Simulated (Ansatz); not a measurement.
# YSi: further runs on the relaxed cell

One table from this session's results is given with a row withheld; the runs are named, their logs left out.

Program: Ansatz 0.2.0. Level of theory: DFT PBEsol, scalar-relativistic, plane waves, PAW. These are calculated values, not measurements.

1 further run of the same task is left out (set aside as unsound or not needed).

## Starting point

Symmetry: Cmcm, No. 63, orthorhombic system. Conventional cell: a = 4.234 Å, b = 10.453 Å, c = 3.808 Å, α = 90.00°, β = 90.00°, γ = 90.00°. Around Y (site symmetry m2m) lie 7 Si at 2.93 to 3.10 Å. Around Si (site symmetry m2m) lie 2 Si at 2.48 Å and 7 Y at 2.93 to 3.10 Å.

Coordinates:

```
Y Si
1.0
     2.11708   -5.22663    0.00000
     2.11708    5.22663    0.00000
     0.00000    0.00000    3.80807
Y Si
2 2
Direct
  0.14033 0.85967 0.25000
  0.85967 0.14033 0.75000
  0.42377 0.57623 0.25000
  0.57623 0.42377 0.75000
```

It goes back to an entry of the Materials Project.

It is the result of an earlier relaxation at this level (volume 21.07 Å³/atom; gap on the mesh: none (metal)).

Set-up of the first run:

Input file input.yaml:

```yaml
crystal:
  lattice:
    - [2.0956915461, -5.1738274419, 0.0]
    - [2.0956915461, 5.1738274419, 0.0]
    - [0.0, 0.0, 3.769603957]
  atoms:
    - { symbol: "Y", position: [0.1403257776, 0.8596742224, 0.25] }
    - { symbol: "Y", position: [0.8596742224, 0.1403257776, 0.75] }
    - { symbol: Si, position: [0.4237684923, 0.5762315077, 0.25] }
    - { symbol: Si, position: [0.5762315077, 0.4237684923, 0.75] }
basis:
  ecutwfc: 420
kpoints:
  mp_grid: { grid: [10, 10, 12] }
hamiltonian:
  xc: pbesol
scf:
  occupations: { method: gaussian, width: 0.1 }
output:
  forces: true
  stress: true
  eigenvalues: true
relax:
  adjacent_minimum: "off"
  f_tol: 0.01
  max_steps: 30
  cell: { stress_tol: 0.1, fix: [volume] }
```

Command:

```sh
$ ansatz run input.yaml --threads 1 --pin off --max-ram 2560MiB --backend cpu --events-out ev --progress --plain --runs-dir out
```

Steps of the session up to this table: Volume × 0.97; Volume × 1.03; Volume × 0.94; Volume × 1.06; Point at V/V0 = 0.91; Point at V/V0 = 1.10; Volume × 0.88.

One of the session's tables, all rows but one given; the rest of the session is left out.

It belongs to the step «Fit of the equation of state». 

```
volume (Å³/atom)  energy above the lowest point (meV/atom)  pressure (GPa)
          18.540                                     112.5           15.88
          19.172                                      59.8           10.95
          19.804                                      25.2            6.73
          20.436                                       6.0            3.10
          21.068                                       0.0            0.00
          21.701                                       5.4           -2.67
          22.333                                         ?               ?
          23.175                                      53.5           -7.48
```

Estimate the missing values for volume (Å³/atom) = 22.333.

Worked estimate for «energy above the lowest point (meV/atom)». A straight line through the neighbours (21.701, 5.4) and (23.175, 53.5) gives 5.4 + (53.5 − 5.4) × (22.333 − 21.701) / (23.175 − 21.701) = 26.0; a parabola fitted to 3 rows on both sides gives 19.9.

**Answer.** energy above the lowest point (meV/atom): 20.6; pressure (GPa): -4.95. In «energy above the lowest point (meV/atom)» the line misses by +5.4 and the parabola by -0.7.
